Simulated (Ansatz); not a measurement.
Working through a ranking of polymorphs by energy of 2 structures of Y

Computed with Ansatz 0.2.0, Python API.

Contents of `y_p6_3_mmc.xyz`:
```text
4
Lattice="3.64254414 0.0 0.0 -1.82127207 3.15453576 0.0 0.0 0.0 11.84413035" Properties=species:S:1:pos:R:3 pbc="T T T"
Y     0.00000000    0.00000000    0.00000000
Y    -0.00000002    2.10302385    2.96103259
Y     0.00000000    0.00000000    5.92206518
Y     1.82127209    1.05151191    8.88309776
```

Contents of `y_fm_3m.xyz`:
```text
1
Lattice="0.0 2.485 2.485 2.485 0.0 2.485 2.485 2.485 0.0" Properties=species:S:1:pos:R:3 pbc="T T T"
Y     0.00000000    0.00000000    0.00000000
```

Notebook, run cell by cell (the value of a cell's last expression is shown):

**Cell 1**
```python
from dataclasses import dataclass
import warnings

import ansatz as az
import numpy as np
import spglib


@dataclass(frozen=True)
class RunConfig:
    functional: str = 'r2SCAN'
    cutoff: int = 500
    k_spacing: float = 0.15
    smearing: str = 'fermi_dirac'
    sigma: float = 0.1
```

**Cell 2**
```python
opts = RunConfig()
```

**Cell 3**
```python
def run_phase(name, crystal):
    calc = crystal.calculation()
    calc = calc.functional(opts.functional)
    calc = calc.basis(opts.cutoff)
    calc = calc.kpoints(spacing=opts.k_spacing).occupations(opts.smearing, width=opts.sigma)
    calc = calc.stress().band_table()
    calc = calc.relax(force_tolerance=0.02, max_steps=60, cell=True)
    return calc.run()
```

**Cell 4**
```python
def volume_per_atom(outcome):
    return abs(np.linalg.det(outcome.lattice.cell_ang)) / len(outcome.lattice.sites)
```

**Cell 5**
```python
def pressure_gpa(outcome):
    return float(np.trace(outcome.report['stress_gpa']) / 3)
```

**Cell 6**
```python
def space_group(outcome):
    sites = outcome.report['lattice']['sites']
    kinds = sorted({site['symbol'] for site in sites})
    cell = (outcome.lattice.cell_ang, [site['position_frac'] for site in sites], [kinds.index(site['symbol']) for site in sites])
    return spglib.get_spacegroup(cell, symprec=0.01)

warnings.simplefilter('ignore')

phases = {}
p6_3_mmc = az.Crystal.from_extxyz('y_p6_3_mmc.xyz')
phases['P6_3/mmc'] = p6_3_mmc
fm_3m = az.Crystal.from_extxyz('y_fm_3m.xyz')
phases['Fm-3m'] = fm_3m
```

**Cell 7**
```python
done = {}
for name, crystal in phases.items():
    try:
        done[name] = run_phase(name, crystal)
    except az.NonConvergedError as error:
        print(name, 'did not converge:', str(error)[:120])
```

**Cell 8**
```python
energy = {name: o.report['energy_sigma0_ev'] / len(o.lattice.sites) for name, o in done.items()}
lowest = min(energy.values())
rows = [(name, len(o.lattice.sites), 1000 * (energy[name] - lowest), volume_per_atom(o), pressure_gpa(o), space_group(o)) for name, o in done.items()]
rows.sort(key=lambda row: row[2])
print('     phase       atoms  dE (meV/atom)  V (A^3/atom)     P (GPa)  space group')
for row in rows:
    print(f'{str(row[0]):>10}  {row[1]:10d}  {row[2]:13.1f}  {row[3]:12.3f}  {row[4]:10.2f}  {str(row[5]):>11}')
```
Output:
```text
     phase       atoms  dE (meV/atom)  V (A^3/atom)     P (GPa)  space group
  P6_3/mmc           4            0.0        33.365        0.01  P6_3/mmc (194)
     Fm-3m           1           27.0        33.342        0.02  Fm-3m (225)
```

By space group at the end of each run: P6_3/mmc (+0 meV an atom, 33.4 Å³) and Fm-3m (+27 meV an atom, 33.3 Å³).

Pressure is positive in compression. The cells come from databases of deposited and of computed structures, and not all need be stable phases. The ranking holds among these structures alone, at zero temperature; the ground state may be another structure. Differences under 10 to 15 meV an atom lie within the error of mesh and functional. It ran for 2.5 min on 1 thread of Arm Neoverse V2, on a shared host, peak memory 0.91 GiB.
